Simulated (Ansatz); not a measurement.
# C6H14Cl2Ge: up Jacob's ladder to CCSD(T)

How much do the methods differ for C6H14Cl2Ge? The plan is to run it at one geometry with functionals of several rungs and with coupled cluster, and see how far each lands from CCSD(T) at the basis-set limit for the atomisation energy.

Program: Ansatz 0.2.0, Gaussian basis. Level of theory: functionals in def2-TZVPP, the program's frozen cores in correlated methods. These are calculated values, not measurements.

The runs, in order: PBE-D4, r2SCAN-D4, PBE0-D4, B3LYP-D4, ωB97X-V, ωB97M-V, B2PLYP; CCSD(T)/def2-TZVPP; MP2/def2-QZVPP; extrapolation to the limit.

### Step 1. The relaxed structure

All runs share one geometry, relaxed beforehand with PBE0-D4 in a triple-zeta def2 set.

SMILES `C[CH](C)[Ge]([Cl])([Cl])[CH](C)C`, 23 atoms, charge 0, spin multiplicity 1.

Atoms are counted from 1 here; the program's logs count them from 0.

Bond lengths: C1–C2 1.521 Å, C1–H10 1.092 Å, C1–H11 1.093 Å, C1–H12 1.095 Å, C2–C3 1.523 Å, C2–Ge4 1.961 Å, C2–H13 1.097 Å, C3–H14 1.093 Å, C3–H15 1.095 Å, C3–H16 1.093 Å, Ge4–Cl5 2.167 Å, Ge4–Cl6 2.168 Å, Ge4–C7 1.962 Å, C7–C8 1.522 Å, C7–C9 1.524 Å, C7–H17 1.095 Å, C8–H18 1.091 Å, C8–H19 1.095 Å and more. Angles: C2–C1–H10 112.0°, C2–C1–H11 111.0°, C2–C1–H12 110.0°, H10–C1–H11 107.9°, H10–C1–H12 108.0°, H11–C1–H12 107.7°, C1–C2–C3 112.1°, C1–C2–Ge4 110.9°, C1–C2–H13 109.2°, C3–C2–Ge4 110.8°, C3–C2–H13 109.5°, Ge4–C2–H13 104.0°, C2–C3–H14 112.5°, C2–C3–H15 110.1°, C2–C3–H16 111.3°, H14–C3–H15 107.4°, H14–C3–H16 108.0°, H15–C3–H16 107.4° and more.

### Step 2. PBE-D4 (GGA)

The input, in.yaml:

```yaml
crystal:
  periodic: [false, false, false]
  atoms:
    - {symbol: C, position_ang: [1.554861, -0.798761, -2.350105]}
    - {symbol: C, position_ang: [1.147538, -0.539623, -0.907644]}
    - {symbol: C, position_ang: [0.941816, -1.832532, -0.128748]}
    - {symbol: Ge, position_ang: [-0.455673, 0.586472, -0.824130]}
    - {symbol: Cl, position_ang: [-2.025346, -0.419987, -1.927430]}
    - {symbol: Cl, position_ang: [-0.014977, 2.410026, -1.910271]}
    - {symbol: C, position_ang: [-1.177446, 1.142557, 0.912956]}
    - {symbol: C, position_ang: [-1.904834, 0.016653, 1.633128]}
    - {symbol: C, position_ang: [-0.065026, 1.753650, 1.755909]}
    - {symbol: H, position_ang: [1.722447, 0.129123, -2.900256]}
    - {symbol: H, position_ang: [0.786476, -1.369343, -2.878223]}
    - {symbol: H, position_ang: [2.480774, -1.381759, -2.379516]}
    - {symbol: H, position_ang: [1.921762, 0.062841, -0.417401]}
    - {symbol: H, position_ang: [0.734159, -1.654942, 0.929040]}
    - {symbol: H, position_ang: [1.841616, -2.453020, -0.186931]}
    - {symbol: H, position_ang: [0.114465, -2.416416, -0.541332]}
    - {symbol: H, position_ang: [-1.898124, 1.924144, 0.650034]}
    - {symbol: H, position_ang: [-2.693103, -0.420594, 1.017685]}
    - {symbol: H, position_ang: [-2.365650, 0.396286, 2.550539]}
    - {symbol: H, position_ang: [-1.221884, -0.785976, 1.923787]}
    - {symbol: H, position_ang: [0.689858, 1.008141, 2.024187]}
    - {symbol: H, position_ang: [0.438310, 2.574024, 1.238897]}
    - {symbol: H, position_ang: [-0.472318, 2.150836, 2.690826]}
basis:
  gaussian: {orbitals: def2-TZVPP}
hamiltonian: {xc: pbe, dispersion: d4}
output: {forces: true, orbitals: {seedname: orbitals}}
```

The runs that follow: r2SCAN-D4 (meta-GGA); PBE0-D4 (hybrid); B3LYP-D4 (hybrid); ωB97X-V (range-separated); ωB97M-V (range-separated); B2PLYP (double hybrid); CCSD(T) in def2-TZVPP; MP2 in def2-QZVPP.

**Question.** What will the summary of the whole plan be? Wanted: atomisation energy, CCSD(T)/CBS; farthest; mean size of error, hybrid; mean size of error, range-separated; gap, smallest and largest; T1 diagnostic; triples share of the correlation energy.

The runs gave:

| quantity | value |
| --- | --- |
| atomisation energy, CCSD(T)/CBS | 91.322 eV |
| functionals within 0.913 eV (1.0 %) | r2SCAN-D4, PBE0-D4, B3LYP-D4, ωB97X-V, ωB97M-V |
| farthest | PBE-D4 (+1.369 eV) |
| mean size of error, hybrid | 0.417 eV |
| mean size of error, range-separated | 0.093 eV |
| gap, smallest and largest | 5.66 eV (PBE-D4), 12.34 eV (ωB97X-V) |
| T1 diagnostic | 0.0094 |
| triples share of the correlation energy | 4.0 % |

PBE-D4 is off by +1.369 eV. Double hybrids carry the basis error of their MP2 part in triple zeta, and no dispersion term here, so their miss is partly the set-up's. The reference freezes the cores and leaves out relativity and excitations past (T), and its outer-core shells are covered unevenly, so misses under about 0.913 eV can't be ranked. Hartree-Fock recovers 75 % of the binding; the rest is correlation. Orbital gaps span 5.7 to 12.3 eV; exact exchange widens them. Correlated methods include outer-core shells of Ge, which these sets cover unevenly.
